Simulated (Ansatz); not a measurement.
The system is ZrB.

```
CELL_PARAMETERS angstrom
0.00000 2.32500 2.32500
2.32500 0.00000 2.32500
2.32500 2.32500 0.00000
ATOMIC_POSITIONS crystal
Zr 0.00000 0.00000 0.00000
B 0.50000 0.50000 0.50000
```

- Program: Ansatz 0.2.0
- Task: relaxation of cell and atoms
- Functional: HSE03
- Potentials or basis: Ansatz PAW
- Cutoff: 420 eV (not typed: the program's choice for these potentials)
- k mesh: 5 × 5 × 5
- Occupations: fermi-dirac, width 0.05 eV
- Spin: no spin polarisation

At the start: volume 12.57 Å³/atom.

Task: How do energy, volume and symmetry change on relaxing?

Result: It ends after 7 steps and the volume is 14.67 Å³/atom (+16.7 %); space group Fm-3m (No. 225, to 0.05 Å).

The path:
```tsv
step	energy change (eV)	largest force (eV/Å)	volume (Å³)
1	0.0000	0.0000	25.14
2	-0.3981	0.0000	28.92
3	-0.4006	0.0000	29.23
4	-0.4007	0.0000	29.31
5	-0.4045	0.0000	29.31
6	-0.4045	0.0000	29.33
7	-0.4045	0.0000	29.33
```

Final structure:
```
Zr B
1.0
     0.00000    2.44775    2.44775
     2.44775    0.00000    2.44775
     2.44775    2.44775    0.00000
Zr B
1 1
Direct
  0.00000 0.00000 0.00000
  0.50000 0.50000 0.50000
```

Caveat: the k mesh is coarse (spacing up to 0.47 Å⁻¹), so the values aren't converged, least of all with exact exchange; the volume moved by over 15 % at a fixed basis, so the end points are rough; the plane-wave basis is chosen anew once the cell has moved, so the energies of steps on either side of that aren't comparable; the volume moved by +17 % from the deposited cell, more than functionals usually miss; the PAW data sets come from PBE, with cores solved anew for the run's functional, which leaves a small shift of forces and pressure.
